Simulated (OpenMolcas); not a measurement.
**SnSe (SMILES [Se][Sn]): levels of theory compared**

Aim: a comparison of 6 runs (HF/STO-3G, M06-L/def2-TZVP, SVWN5/def2-TZVP, TPSS/def2-TZVP, r2SCAN/def2-TZVP, MP2/def2-TZVP) of SnSe. 

Program for the calculation: OpenMolcas 26.06.

### 1 The system as given

SnSe: 2 atoms, total charge 0, spin state singlet. SMILES: `[Se][Sn]`. The coordinates come from a PBE0-D4/def2-TZVP relaxation.

Bond lengths: Se1–Sn2 2.325 Å.

### 2 Energy and gradient at HF/STO-3G (run 1)

run.input

```
&GATEWAY
 BasLib=$CurrDir
 Coord
 2
 angstrom
 Se       0.000000       0.000000       0.006530
 Sn       0.000000       0.000000       2.331810
 Basis=STO-3G
 Group=NoSym

&SEWARD

&SCF
 Thresholds=1e-10 1e-07 1e-07 1e-05
 PrOrbitals=1

&ALASKA
```

The basis set STO-3G is read from a file made from the Basis Set Exchange's data (not shown).

Run with:

```bash
export MOLCAS_MEM=1860
pymolcas run.input > run.log
```

Standard output:

```text
--- Start Module: gateway ---
[...]
--- Stop Module: gateway /rc=_RC_ALL_IS_WELL_ ---
[...]
      Basis functions           45
[...]
--- Start Module: scf ---
[...]
       Convergence after  11 Iterations
[...]
::    Total SCF energy                              -8336.8704316653
[...]
      Total spin, S                                     0.0000000000
[...]
      Total electronic charge=   84.000000
      Total            charge=   -0.000000
[...]
      Dipole Moment (debye):
      Origin of the operator (angstrom)=    0.0000    0.0000    1.4018
                   X= -5.2608E-15               Y= -2.4783E-15               Z=  3.5807E+00           Total=  3.5807E+00
      Quadrupole Moment (debye*angstrom):
[...]
--- Stop Module: scf /rc=_RC_ALL_IS_WELL_ ---
--- Start Module: alaska ---
[...]
 *              Molecular gradients               *
 **************************************************
  Irreducible representation: a
 ------------------------------------------------------------------------------------------
                              X                       Y                       Z
 ------------------------------------------------------------------------------------------
  SE1               1.38577004794232E-16   -6.50832463202102E-17   -5.14412033070499E-02
  SN2              -1.38577004794232E-16    6.50832463202094E-17    5.14412033070215E-02
 ------------------------------------------------------------------------------------------
--- Stop Module: alaska /rc=_RC_ALL_IS_WELL_ ---
[...]
```

It took 3 s on 1 thread of Arm Neoverse V1, shared host; peak memory 0.38 GiB.

### 3 Energy and gradient at M06-L/def2-TZVP (core potential) (run 2)

mol.input

```
* SeSn Kohn-Sham DFT
>>> EXPORT MOLCAS_PRINT=2
&GATEWAY
BasLib=$CurrDir
Coord
2
angstrom
Se       0.000000       0.000000       0.006530
Sn       0.000000       0.000000       2.331810
Basis=def2-TZVP
Group=NoSym
&SEWARD
GridInput
Grid=UltraFine
End of Grid
&SCF
KSDFT=M06L
Thresholds=1e-10 1e-07 1e-07 1e-05
PrOrbitals=1 2
&ALASKA
```

The basis set def2-TZVP is read from a file made from the Basis Set Exchange's data (not shown).

Run with:

```bash
export MOLCAS_MEM=1860
pymolcas mol.input > mol.log
```

Standard output:

```text
--- Start Module: gateway ---
[...]
--- Stop Module: gateway /rc=_RC_ALL_IS_WELL_ ---
[...]
      Basis functions           98
[...]
--- Start Module: scf ---
[...]
       Convergence after  18 Iterations
[...]
::    Total KS-DFT energy                           -2615.9910416779
[...]
      Total spin, S                                     0.0000000000
[...]
      Total electronic charge=   56.000000
      Total            charge=   -0.000000
[...]
      Dipole Moment (debye):
      Origin of the operator (angstrom)=    0.0000    0.0000    1.4018
                   X= -7.8060E-15               Y=  3.9731E-15               Z=  2.8741E+00           Total=  2.8741E+00
      Quadrupole Moment (debye*angstrom):
[...]
--- Stop Module: scf /rc=_RC_ALL_IS_WELL_ ---
[...]
--- Start Module: alaska ---
[...]
 *              Molecular gradients               *
 **************************************************
  Irreducible representation: a
 ------------------------------------------------------------------------------------------
                              X                       Y                       Z
 ------------------------------------------------------------------------------------------
  SE1              -9.11065878291065E-16   -1.98496146387035E-15    7.39807624605504E-03
  SN2               9.10523779686368E-16    1.98875612016300E-15   -7.39807624605504E-03
 ------------------------------------------------------------------------------------------
--- Stop Module: alaska /rc=_RC_ALL_IS_WELL_ ---
[...]
```

It took 28 s on 1 thread of Arm Neoverse V1, shared host; peak memory 0.55 GiB.

Runs 3 to 4 aren't shown in full; the table further down has their settings and results.

### 4 Energy and forces at r2SCAN/def2-TZVP (core potential) (run 5)

job.input

```
&gateway
  baslib = $CurrDir
  coord
  2
  angstrom
  Se       0.000000       0.000000       0.006530
  Sn       0.000000       0.000000       2.331810
  basis = def2-TZVP
  group = NoSym

&seward
  gridinput
  Grid=UltraFine
  End of Grid

&scf
  ksdft = 2
  1.0 MGGA_X_R2SCAN
  1.0 MGGA_C_R2SCAN
  thresholds = 1e-10 1e-07 1e-07 1e-05
  prorbitals = 1 1

&alaska
```

The basis set def2-TZVP is read from a file made from the Basis Set Exchange's data (not shown).

Run with:

```bash
export MOLCAS_MEM=1860
pymolcas job.input > job.log
```

Standard output:

```text
--- Start Module: gateway ---
[...]
--- Stop Module: gateway /rc=_RC_ALL_IS_WELL_ ---
[...]
      Basis functions           98
[...]
--- Start Module: scf ---
[...]
       Convergence after  21 Iterations
[...]
::    Total KS-DFT energy                           -2615.9802092261
[...]
      Total spin, S                                     0.0000000000
[...]
      Total electronic charge=   56.000000
      Total            charge=   -0.000000
[...]
      Dipole Moment (debye):
      Origin of the operator (angstrom)=    0.0000    0.0000    1.4018
                   X= -5.2862E-15               Y= -5.8237E-15               Z=  2.9398E+00           Total=  2.9398E+00
      Quadrupole Moment (debye*angstrom):
[...]
--- Stop Module: scf /rc=_RC_ALL_IS_WELL_ ---
[...]
--- Start Module: alaska ---
[...]
 *              Molecular gradients               *
 **************************************************
  Irreducible representation: a
 ------------------------------------------------------------------------------------------
                              X                       Y                       Z
 ------------------------------------------------------------------------------------------
  SE1               4.30420470721984E-17   -4.78104201455786E-15    2.73041749628788E-03
  SN2              -3.96810196654059E-17    4.77932084345071E-15   -2.73041749624525E-03
 ------------------------------------------------------------------------------------------
--- Stop Module: alaska /rc=_RC_ALL_IS_WELL_ ---
[...]
```

It took 31 s on 1 thread of Arm Neoverse V1, shared host; peak memory 0.55 GiB.

### 5 A single-point energy at MP2/def2-TZVP (core potential) (run 6)

job.inp

```
&GATEWAY
BasLib=$CurrDir
BasisSet
Se.def2-TZVP....
Se1 0.000000 0.000000 0.006530 angstrom
End of Basis
BasisSet
Sn.def2-TZVP....
Sn2 0.000000 0.000000 2.331810 angstrom
End of Basis
&SEWARD
&SCF
Thresholds=1e-10 1e-07 1e-07 1e-05
PrOrbitals=1
&MBPT2
Frozen=13
```

The basis set def2-TZVP is read from a file made from the Basis Set Exchange's data (not shown).

Run with:

```bash
export MOLCAS_MEM=1860
pymolcas job.inp > job.log
```

Standard output:

```text
--- Start Module: gateway ---
[...]
--- Stop Module: gateway /rc=_RC_ALL_IS_WELL_ ---
[...]
      Basis functions           98
[...]
--- Start Module: scf ---
[...]
       Convergence after  14 Iterations
[...]
::    Total SCF energy                              -2613.2529229623
[...]
      Total spin, S                                     0.0000000000
[...]
      Total electronic charge=   56.000000
      Total            charge=   -0.000000
[...]
      Dipole Moment (debye):
      Origin of the operator (angstrom)=    0.0000    0.0000    1.4018
                   X= -7.9300E-15               Y= -2.7380E-15               Z=  3.8878E+00           Total=  3.8878E+00
      Quadrupole Moment (debye*angstrom):
[...]
--- Stop Module: scf /rc=_RC_ALL_IS_WELL_ ---
[...]
--- Start Module: mbpt2 ---
[...]
WARNING!
Default frozen orbitals as non valence orbitals is overwritten by user input.
Default values:  14
[...]
       Reference weight ( Cref**2 )         =        0.83775
::    Total MBPT2 energy                            -2613.8174084499
[...]
      Total MBPT2 calculations                           0.27      0.31
--- Stop Module: mbpt2 /rc=_RC_ALL_IS_WELL_ ---
[...]
```

Wall time 6.3 s (1 thread of Arm Neoverse V1, shared host); peak memory 0.55 GiB.

### 6 Overview of the runs

```
run                              level  integration grid      task   energy (Eh)  dipole moment (D) of the reference  HOMO energy (eV)  LUMO energy (eV)  wall time
  1                          HF/STO-3G                 –  gradient  -8336.870432                                3.58             -5.82              4.32        3 s
  2   M06-L/def2-TZVP (core potential)         UltraFine  gradient  -2615.991042                                2.87             -6.15             -2.93       28 s
  3   SVWN5/def2-TZVP (core potential)         UltraFine  gradient  -2612.184012                                2.75             -6.34             -3.40       19 s
  4    TPSS/def2-TZVP (core potential)         UltraFine  gradient  -2615.755773                                2.88             -6.20             -3.13       27 s
  5  r2SCAN/def2-TZVP (core potential)         UltraFine  gradient  -2615.980209                                2.94             -6.40             -3.13       31 s
  6     MP2/def2-TZVP (core potential)                 –    energy  -2613.817408                                3.89             -9.07             -0.02      6.3 s
```

### 7 Summary of results

```
                                           quantity           value
                                run 6: total energy  -2613.81741 Eh
          run 6: dipole moment (mean-field density)          3.89 D
         run 6: HOMO energy (Hartree–Fock orbitals)        -9.07 eV
         run 6: LUMO energy (Hartree–Fock orbitals)        -0.02 eV
       run 6: HOMO–LUMO gap (Hartree–Fock orbitals)         9.05 eV
run 6: correlation energy (13 core orbitals frozen)      -564.5 mEh
```

**Reading.** Over runs 1, 2, 3, 4, 5 the dipole moment (its size) runs from 2.75 D (SVWN5/def2-TZVP) to 3.58 D (HF/STO-3G). The two ends differ in method and basis and core potential. Over runs 1, 2, 3, 4, 5 the HOMO–LUMO gap runs from 2.93 eV (SVWN5/def2-TZVP) to 10.14 eV (HF/STO-3G). Totals of different functionals can't be ranked against each other. Some runs of one species differ in core potentials or relativity; totals across that change don't compare. In run 1 the basis is minimal, so the values are rough. In run 1 relativity is left out where basis or elements ask for it. All runs together took 1.9 min, the longest 31 s.
